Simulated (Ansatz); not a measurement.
# MgBrCl: up Jacob's ladder to CCSD(T)

How much do the methods differ for MgBrCl? The plan is to run it at one geometry with functionals of several rungs and with coupled cluster. The yardstick is the atomisation energy at the CCSD(T) limit.

Computed with Ansatz 0.2.0, Gaussian basis. Level: functionals in def2-TZVPP, the program's frozen cores in correlated methods.

Plan: LDA (SPW92), PBE-D4, revPBE-D4, BLYP-D4, r2SCAN-D4, B97M-V, PBE0-D4, B3LYP-D4, r2SCANh-D4, r2SCAN0-D4, HSE06-D4, BHLYP-D4, CAM-B3LYP-D4, LC-ωPBE, ωB97X-V, ωB97M-V, B2PLYP, PBE-QIDH; CCSD(T)/def2-SVP; CCSD(T)/def2-TZVPP; MP2/def2-QZVPP; extrapolation to the limit; RPA on PBE.

## 1. The geometry

The geometry comes from an earlier relaxation with PBE0-D4 in a triple-zeta def2 set; it is a stationary point.

SMILES `[Cl][Mg][Br]`, 3 atoms, charge 0, spin multiplicity 1.

Atoms are counted from 1 here; the program's logs count them from 0.

Bond lengths: Cl1–Mg2 2.170 Å, Mg2–Br3 2.318 Å. Angles: Cl1–Mg2–Br3 179.8°.

## 2. LDA

This LDA is Slater exchange with PW92 correlation.

Input file in.yaml:

```yaml
crystal:
  periodic: [false, false, false]
  atoms:
    - {symbol: Cl, position_ang: [0.860557, 1.907714, 0.671430]}
    - {symbol: Mg, position_ang: [0.013558, 0.022478, 0.010205]}
    - {symbol: Br, position_ang: [-0.885016, -1.995092, -0.694834]}
basis:
  gaussian: {orbitals: def2-TZVPP}
hamiltonian: {xc: lda}
output: {orbitals: {seedname: orbitals}}
```

After this run come: PBE-D4 (GGA); revPBE-D4 (GGA); BLYP-D4 (GGA); r2SCAN-D4 (meta-GGA); B97M-V (meta-GGA); PBE0-D4 (hybrid); B3LYP-D4 (hybrid); r2SCANh-D4 (hybrid); r2SCAN0-D4 (hybrid); HSE06-D4 (hybrid); BHLYP-D4 (hybrid); CAM-B3LYP-D4 (range-separated); LC-ωPBE-D4 (range-separated); ωB97X-V (range-separated); ωB97M-V (range-separated); B2PLYP (double hybrid); PBE-QIDH (double hybrid); CCSD(T) in def2-SVP; CCSD(T) in def2-TZVPP; MP2 in def2-QZVPP; RPA on PBE orbitals.

Q: Predict the results of all the runs planned. Wanted: atomisation energy, CCSD(T)/CBS; farthest beyond LDA; mean size of error, GGA; mean size of error, meta-GGA; mean size of error, hybrid; mean size of error, range-separated; mean size of error, double hybrid; gap, smallest and largest; T1 diagnostic.

The runs gave:

| quantity | value |
| --- | --- |
| atomisation energy, CCSD(T)/CBS | 756.0 kJ/mol |
| functionals within 7.6 kJ/mol (1.0 %) | r2SCANh-D4, r2SCAN0-D4 |
| farthest beyond LDA | BLYP-D4 (-56.6 kJ/mol) |
| mean size of error, GGA | 40.8 kJ/mol |
| mean size of error, meta-GGA | 10.9 kJ/mol |
| mean size of error, hybrid | 25.1 kJ/mol |
| mean size of error, range-separated | 26.5 kJ/mol |
| mean size of error, double hybrid | 26.1 kJ/mol |
| gap, smallest and largest | 4.59 eV (BLYP-D4), 11.37 eV (LC-ωPBE) |
| T1 diagnostic | 0.0059 |
| triples share of the correlation energy | 2.8 % |

What this shows: LDA overbinds by 50.2 kJ/mol (7 %). PBE-D4 is off by -22.9 kJ/mol. Double hybrids carry the basis error of their MP2 part in triple zeta, and no dispersion term here, so their miss is partly the set-up's. Taken by rung, meta-GGA functionals do best (10.9 kJ/mol on average) and GGA ones worst beyond LDA (40.8 kJ/mol). RPA and LDA stand outside this count. Misses under about 7.6 kJ/mol are within the doubt on the reference itself, which lacks core-valence correlation, relativity and higher excitations, and its outer-core shells are covered unevenly. All levels share the lack of spin-orbit coupling, which lowers the free heavy atoms and so the true binding. Hartree-Fock recovers 78 % of the binding; the rest is correlation. CCSD(T) in def2-SVP is off by -71.1 kJ/mol, which most functionals beat. Orbital gaps span 4.6 to 11.4 eV; exact exchange widens them. Correlated methods include outer-core shells of Br, Mg, which these sets cover unevenly.
